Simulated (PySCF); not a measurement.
# C₆H₁₁B: electronic excitations

Aim: predict the electronic excitations of C₆H₁₁B (`B/C(C=C)=C\CC`).

The runs use PySCF 2.14.0, with density-fitted response routines of our own; the level of theory stands in each step. All values are computed, except where a source is named. Atoms are numbered from 0 throughout.

### 1 The molecule as given

18 atoms, charge 0, multiplicity 1; geometry from: GFN2-xTB.

Bonds of the start (Å): B0–C1 1.55, C1–C2 1.47, C2–C3 1.33, C1–C4 1.35, C4–C5 1.49, C5–C6 1.53, B0–H7 1.17, B0–H8 1.17, C2–H9 1.08, C3–H10 1.08, C3–H11 1.08, C4–H12 1.09, C5–H13 1.09, C5–H14 1.09, C6–H15 1.09, C6–H16 1.09, C6–H17 1.09.

### 2 Excited states and response: CAM-B3LYP/def2-SVPD

What the job is given:

```
{"job": {"kind": "uv", "xc": "CAM-B3LYP", "basis": "def2-SVPD", "nstates": 8, "ntriplets": 3}, "charge": 0, "multiplicity": 1}
B      1.119920     0.953415    -0.954561
C      0.671831     0.162599     0.302012
C      1.669583    -0.476737     1.164247
C      2.972422    -0.224193     1.143153
C     -0.623560    -0.032761     0.626678
C     -1.811877     0.466187    -0.122841
C     -2.381697    -0.633217    -1.025271
H      0.566147     1.925149    -1.297577
H      2.023355     0.568108    -1.589706
H      1.281623    -1.181870     1.891781
H      3.656277    -0.716168     1.814846
H      3.403011     0.482516     0.454236
H     -0.865334    -0.667468     1.474947
H     -2.584599     0.769546     0.588916
H     -1.542392     1.324617    -0.737255
H     -3.269503    -0.276077    -1.542060
H     -1.641586    -0.929115    -1.765718
H     -2.652379    -1.508214    -0.437484
```

Method: TDDFT CAM-B3LYP/def2-SVPD, vertical, gas phase, core orbitals frozen in the response.

Launch:

```bash
$ OMP_NUM_THREADS=1 python probes_run.py task.json out
```

The driver reads the jobs from task.json and runs them one after another.

Log:

```text
coarse grid: 14424 points
cycle   1  E = -259.6125099821  dE =  7.725e-01  |g| = 3.138e-01  |ddm| = 7.488e+00
cycle   2  E = -259.6294801330  dE = -1.697e-02  |g| = 2.361e-01  |ddm| = 1.354e+00
cycle   3  E = -259.6434806667  dE = -1.400e-02  |g| = 5.382e-02  |ddm| = 5.659e-01
cycle   4  E = -259.6440339845  dE = -5.533e-04  |g| = 3.261e-02  |ddm| = 1.545e-01
cycle   5  E = -259.6443096244  dE = -2.756e-04  |g| = 2.411e-03  |ddm| = 6.616e-02
cycle   6  E = -259.6443119019  dE = -2.277e-06  |g| = 1.028e-03  |ddm| = 1.017e-02
final grid: 137552 points
cycle   7  E = -259.7014891275  dE = -4.088e-05  |g| = 3.868e-03  |ddm| = 1.162e-01
cycle   8  E = -259.7014902514  dE = -1.124e-06  |g| = 3.452e-03  |ddm| = 1.817e-02
cycle   9  E = -259.7014934025  dE = -3.151e-06  |g| = 3.803e-04  |ddm| = 6.279e-03
cycle  10  E = -259.7014934319  dE = -2.935e-08  |g| = 2.419e-04  |ddm| = 1.129e-03
cycle  11  E = -259.7014934475  dE = -1.563e-08  |g| = 3.027e-05  |ddm| = 5.937e-04
cycle  12  E = -259.7014934479  dE = -3.816e-10  |g| = 1.419e-05  |ddm| = 1.006e-04
converged SCF energy = -259.7014934479

Static polarisability (au): isotropic 92.300, principal 64.940 82.568 129.391

Singlet excitations
state   eV       nm        f      main configurations
  1   4.2249    293.5   0.07325   H->L 0.95
  2   5.4722    226.6   0.00756   H-1->L 0.75, H-2->L 0.13
  3   5.6778    218.4   0.02151   H-2->L 0.69, H-4->L 0.13
  4   5.9082    209.9   0.61742   H->L+1 0.86
  5   6.5932    188.0   0.00200   H->L+2 0.70, H->L+4 0.13, H->L+3 0.10
  6   6.8486    181.0   0.09135   H-4->L 0.54, H-2->L 0.11, H-1->L 0.11
  7   7.0643    175.5   0.00517   H-3->L 0.40, H-4->L 0.12, H-1->L+1 0.09
  8   7.1039    174.5   0.00841   H->L+3 0.50, H->L+2 0.15, H-1->L+1 0.10

Triplet excitations (Tamm-Dancoff, eV): 2.9192 3.9865 5.0078
```

Wall time 50 s (1 thread of Arm Neoverse V2, shared host); peak memory 1.1 GiB.

Frontier orbitals and where they lie:

```tsv
orbital	eV	atoms
HOMO−3	-11.17	C5 23 %, C6 16 %, H14 11 %
HOMO−2	-10.47	C1 19 %, B0 19 %, C2 12 %
HOMO−1	-10.08	C2 21 %, C1 17 %, B0 16 %
HOMO	-7.89	C3 24 %, C4 20 %, C1 18 %
LUMO	-0.76	B0 39 %, C4 18 %, C1 14 %
LUMO+1	0.63	C3 21 %, C2 18 %, C1 12 %
LUMO+2	1.29	B0 39 %, C6 8 %, C3 6 %
```

With each of the 8 states as a Gaussian band of 0.4 eV half-width at 1/e, the curve within the window shown has maxima at 293 nm (ε 3,000), 210 nm (ε 26,000), 181 nm (ε 4,200) L/(mol cm). Beyond the last state computed it falls off for lack of states. The curve at chosen wavelengths:

(nm, ε (L/mol/cm)): (167, 836), (174, 3004), (181, 4234), (188, 4046), (195, 8538), (202, 19122), (209, 25694), (216, 21464), (223, 12213), (230, 5160), (237, 1759), (244, 549), (251, 271), (257, 378), (264, 786), (271, 1428), (278, 2146), (285, 2717), (292, 2962), (299, 2836), (306, 2427), (313, 1884), (320, 1344), (327, 891), (334, 555), (341, 327)

Ground-state properties from the same run:

```tsv
property	computed
dipole moment (D)	1.30
polarisability (Å³)	13.68
HOMO–LUMO gap (eV)	7.13
−ε(HOMO) (eV)	7.89
```

### 3 Outcome

| quantity | value |
| --- | --- |
| lowest singlet (CAM-B3LYP/def2-SVPD) | 4.22 eV (293 nm), f = 0.073 |
| brightest single state of those computed | state 4, 5.91 eV, f = 0.617 |
| lowest triplet | 2.92 eV |

**Reading.** The first singlet state (HOMO→LUMO 0.95) lies at 4.22 eV and is bright; of the 8 states computed, the strongest absorption comes from state 4 at 5.91 eV. The lowest triplet lies 1.31 eV below the lowest singlet (triplets in Tamm-Dancoff, singlets in full TDDFT).
